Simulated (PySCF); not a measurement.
# GeSiH4Cl2 (SMILES Cl[SiH](Cl)[GeH3]): MP2/ccECP-cc-pVDZ (core potential)

What is the vertical ionisation energy of GeSiH4Cl2 at MP2/ccECP-cc-pVDZ (core potential)? 

The results are computed with PySCF 2.14.0.

**1. Starting point**

The species is GeSiH4Cl2 (8 atoms), meant as a singlet with charge 0. As SMILES, `Cl[SiH](Cl)[GeH3]`. The shape is that of a PBE0-D4/def2-TZVP optimisation.

Bond lengths: Cl1–Si2 2.052 Å, Si2–Cl3 2.052 Å, Si2–Ge4 2.375 Å, Si2–H5 1.480 Å, Ge4–H6 1.536 Å, Ge4–H7 1.534 Å, Ge4–H8 1.536 Å. Some angles: Cl1–Si2–Cl3 109.1°, Cl1–Si2–Ge4 109.3°, Cl3–Si2–Ge4 109.3°, Cl1–Si2–H5 107.2°, Cl3–Si2–H5 107.2°, Ge4–Si2–H5 114.7°, Si2–Ge4–H6 109.6°, Si2–Ge4–H7 108.8°, Si2–Ge4–H8 109.6°, H6–Ge4–H7 109.7°.

**2. A single-point energy at MP2/ccECP-cc-pVDZ (core potential)**

The input, job.py:

```python
from pyscf import gto, scf, mp

molecule = gto.Mole()
molecule.atom = '''
Cl     2.882210    -3.749973     1.546552
Si     2.069250    -0.075022     0.616240
Cl     4.237900     0.976988    -2.420928
Ge    -2.271262     0.255302    -0.477912
H      2.851975     1.516316     2.779787
H     -2.885234     2.998050    -1.200732
H     -2.800952    -1.490616    -2.730465
H     -3.909465    -0.538950     1.782012
'''
molecule.max_memory = 1860
molecule.ecp = 'ccecp'
molecule.basis = 'ccecp-cc-pvdz'
molecule.unit = 'bohr'
molecule.verbose = 3
molecule.build()

mf = scf.RHF(molecule)
mf.conv_tol = 1e-10
mf.kernel()
if not mf.converged:
    mf = mf.newton().run(mf.mo_coeff, mf.mo_occ)

pt = mp.MP2(mf).run()
etot = pt.e_tot
print('E = %.10f Eh' % etot)
```

Run with:

```bash
$ OMP_NUM_THREADS=1 python job.py
```

Output:

```text
converged SCF energy = -39.327888085318
E(RMP2) = -39.7839052711947  E_corr = -0.456017185876694
E(SCS-RMP2) = -39.7839768279805  E_corr = -0.456088742662502
E = -39.7839052712 Eh
```

It took 5.7 s on 1 thread of Arm Neoverse V1, shared host; peak memory 0.16 GiB.

**3. The doublet cation at the same level**

The input, input.py:

```python
from pyscf import gto, scf, mp

molecule = gto.M(
    atom='''
Cl     2.882210    -3.749973     1.546552
Si     2.069250    -0.075022     0.616240
Cl     4.237900     0.976988    -2.420928
Ge    -2.271262     0.255302    -0.477912
H      2.851975     1.516316     2.779787
H     -2.885234     2.998050    -1.200732
H     -2.800952    -1.490616    -2.730465
H     -3.909465    -0.538950     1.782012
''',
    charge=1,
    max_memory=1860,
    spin=1,
    verbose=4,
    basis='ccecp-cc-pvdz',
    unit='bohr',
    ecp='ccecp',
)

mf = scf.UHF(molecule)
mf.conv_tol = 1e-10
mf.kernel()
if not mf.converged:
    mf = mf.newton().run(mf.mo_coeff, mf.mo_occ)

pt = mp.MP2(mf).run()
etot = pt.e_tot
print('Final energy', etot)
```

Run with:

```bash
$ OMP_NUM_THREADS=1 python input.py
```

Output:

```text
PySCF version 2.14.0

[... 108 lines left out ...]
converged SCF energy = -38.9583295461697  <S^2> = 0.76402002  2S+1 = 2.0139712
[... 1 line left out ...]
******** <class 'pyscf.mp.ump2.UMP2'> ********
nocc = (np.int64(13), np.int64(12)), nmo = (72, 72)
E(UMP2) = -39.4063990637861  E_corr = -0.448069517616447
E(SCS-UMP2) = -39.405825782385  E_corr = -0.447496236215305
E_corr(same-spin) = -0.104062136451268
E_corr(oppo-spin) = -0.34400738116518
Final energy -39.406399063786104
```

Run time: 6.3 s. Hardware: 1 thread of Arm Neoverse V1, shared host; peak memory 0.17 GiB.

**4. Outcome**

At MP2/ccECP-cc-pVDZ (core potential):

```
                                                                  quantity         value
                                           singlet GeSiH4Cl2: total energy  -39.78391 Eh
                   singlet GeSiH4Cl2: dipole moment (Hartree–Fock density)        2.06 D
                    singlet GeSiH4Cl2: HOMO energy (Hartree–Fock orbitals)     -10.94 eV
                    singlet GeSiH4Cl2: LUMO energy (Hartree–Fock orbitals)       3.24 eV
                  singlet GeSiH4Cl2: HOMO–LUMO gap (Hartree–Fock orbitals)      14.18 eV
                                     singlet GeSiH4Cl2: correlation energy    -456.0 mEh
                                              doublet cation: total energy  -39.40640 Eh
doublet cation: HOMO energy (Hartree–Fock orbitals) (highest over α and β)     -17.48 eV
 doublet cation: LUMO energy (Hartree–Fock orbitals) (lowest over α and β)      -9.12 eV
                                        doublet cation: correlation energy    -448.1 mEh
                         doublet cation: ⟨S²⟩ of the reference determinant         0.764
                        vertical ionisation energy (to the doublet cation)     10.272 eV
```

What this shows: The vertical ionisation energy comes to 10.27 eV (237 kcal/mol). Mulliken charges (singlet GeSiH4Cl2) of the mean-field density run from -0.31 on Cl3 to +0.51 on Ge4; they depend strongly on the basis. Mulliken charges (doublet cation) of the mean-field density run from -0.13 on Cl1 to +0.66 on Ge4; they depend strongly on the basis.
